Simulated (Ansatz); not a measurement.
# Ti4W: the cost of one run

Computed with Ansatz 0.2.0 (DFT PBE, scalar-relativistic, plane waves, PAW, unless a step's input says otherwise).

1 further run of the same task is left out (it didn't finish).

## Step 1: The starting structure

The structure is trigonal, space group R-3m (No. 166). The conventional cell has a = 4.382 Å, b = 4.382 Å, c = 13.418 Å, α = 90.00°, β = 90.00°, γ = 120.00°. Ti (site symmetry 3m) is surrounded by 5 Ti at 2.68 Å and 3 W at 2.68 Å. Ti (site symmetry 3m) is surrounded by 7 Ti at 2.68 Å and 1 W at 2.68 Å. W (site symmetry -3m) has 8 Ti at 2.68 Å as nearest neighbours.

Coordinates:

```
CELL_PARAMETERS angstrom
2.19117 1.26507 4.47271
-2.19117 1.26507 4.47271
0.00000 -2.53015 4.47271
ATOMIC_POSITIONS crystal
Ti 0.90000 0.90000 0.90000
Ti 0.10000 0.10000 0.10000
Ti 0.30000 0.30000 0.30000
Ti 0.70000 0.70000 0.70000
W 0.50000 0.50000 0.50000
```

The start is an ordering of an alloy on its end members' structure types: elements ordered on the sites of the Zn type, Ti/W on Zn (R-3m, No. 166).

## Step 2: A first look at the guess

Input file input.yaml:

```yaml
crystal:
  lattice:
    - [2.19117367, 1.26507471, 4.47271453]
    - [-2.19117367, 1.26507471, 4.47271453]
    - [0.0, -2.53014942, 4.47271453]
  atoms:
    - { symbol: Ti, position: [0.9, 0.9, 0.9] }
    - { symbol: Ti, position: [0.1, 0.1, 0.1] }
    - { symbol: Ti, position: [0.3, 0.3, 0.3] }
    - { symbol: Ti, position: [0.7, 0.7, 0.7] }
    - { symbol: W, position: [0.5, 0.5, 0.5] }
basis:
  ecutwfc: 420
kpoints:
  mp_grid: { grid: [6, 6, 6] }
hamiltonian:
  xc: pbe
scf:
  occupations: { method: gaussian, width: 0.1 }
  lower_state_search: "off"
output:
  forces: true
  stress: true
  eigenvalues: true
```

On the command line:

```sh
> ansatz run input.yaml --threads 1 --pin off --max-ram 2560MiB --backend cpu --events-out ev --progress --plain --runs-dir out
```

Q: Estimate wall time and peak memory on 1 thread of Intel Xeon Platinum 8223CL at 3.00GHz (Skylake/Cascade Lake), shared host.

About 4.7 s, with a peak of 0.42 GiB.
